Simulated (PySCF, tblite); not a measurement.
# C₅H₇BO₂: geometry, infrared bands and NMR shifts

Aim: predict the infrared bands and NMR shifts of C₅H₇BO₂ (`C=C[B@@H-]1OC=CC=[O+]1`).

The runs use tblite 0.8.0 and PySCF 2.14.0, with density-fitted response routines of our own; the level of theory stands in each step. All values are computed, except where a source is named. Atoms are numbered from 0 throughout.

### Step 1. Starting geometry

15 atoms, charge 0, multiplicity 1; geometry from: force field or distance geometry start.

Bonds of the start (Å): C0–C1 1.35, C1–B2 1.56, B2–O3 1.52, O3–C4 1.41, C4–C5 1.33, C5–C6 1.47, C6–O7 1.27, O7–B2 1.51, C0–H8 1.08, C0–H9 1.10, C1–H10 1.08, B2–H11 1.19, C4–H12 1.09, C5–H13 1.07, C6–H14 1.08.

### Step 2. Geometry optimisation with GFN2-xTB

The job: settings as JSON, then the geometry in Å.

```
{"job": {"kind": "relax", "xc": "GFN2-xTB", "basis": "xTB"}, "charge": 0, "multiplicity": 1}
C      2.342200     0.154700     0.681300
C      1.915400     0.070400    -0.594200
B      0.396100    -0.035100    -0.947900
O     -0.337100     1.207100    -0.481000
C     -1.604200     1.125400     0.123200
C     -2.127900    -0.048600     0.465200
C     -1.336500    -1.274700     0.262300
O     -0.209800    -1.264800    -0.326300
H      3.399100     0.219700     0.903300
H      1.621700     0.167200     1.511100
H      2.649200     0.055700    -1.387800
H      0.264500    -0.107900    -2.133300
H     -2.161000     2.039900     0.311500
H     -3.092100    -0.097500     0.936000
H     -1.724100    -2.203600     0.654600
```

Run with:

```
$ OMP_NUM_THREADS=1 python probes_run.py task.json out
```

This one command runs all jobs of the session in turn.

**Question.** This job is followed by: GFN2-xTB harmonic vibrations, gas phase; GIAO PBE0/pcSseg-1 NMR shielding, non-relativistic, gas phase. Predict these results of the whole session: strongest single infrared mode (GFN2-xTB); zero-point energy (GFN2-xTB); 13C shifts against TMS (PBE0/pcSseg-1); 1H shifts against TMS (PBE0/pcSseg-1); 11B shifts against BF3·OEt2 (PBE0/pcSseg-1); 17O shifts against H2O (PBE0/pcSseg-1); surface potential, 1st and 99th percentile.

As calculated:

| quantity | value |
| --- | --- |
| strongest single infrared mode (GFN2-xTB) | 1442 cm⁻¹, 770 km/mol |
| zero-point energy (GFN2-xTB) | 69.2 kcal/mol |
| 13C shifts against TMS (PBE0/pcSseg-1) | 187.5, 187.4, 160.4, 131.3, 103.8 ppm |
| 1H shifts against TMS (PBE0/pcSseg-1) | 7.99, 7.96, 6.94, 6.41, 6.18, 5.39, 4.06 ppm |
| 11B shifts against BF3·OEt2 (PBE0/pcSseg-1) | 1.1 ppm |
| 17O shifts against H2O (PBE0/pcSseg-1) | 296.4, 295.6 ppm |
| surface potential, 1st and 99th percentile | -1.13 V and 1.51 V |

Relaxing lowered the energy by 0.770 eV in 70 steps; the close pair that moved most is O3–C4, from 1.406 to 1.259 Å. The lowest mode is imaginary (36i cm⁻¹), so the xTB geometry is not a minimum. The strongest single mode, at 1442 cm⁻¹, has its largest shares on C5, C4 and C6 (the list is cut at 3 atoms). Unscaled tight-binding wavenumbers are off by several per cent, some by more. Its intensities can rank the bands wrongly. The most deshielded carbon is C6 (aldehyde carbonyl carbon), at 187.5 ppm: low-lying n→π* states of the double bond to the heteroatom give a large paramagnetic term (-248 ppm). By nearest atom (PBE0/pcSseg-1), the HOMO sits on C5 23 %; O3, O7 about 14 % each and the LUMO on C4, C6 about 27 % each; O3, O7 about 13 % each.
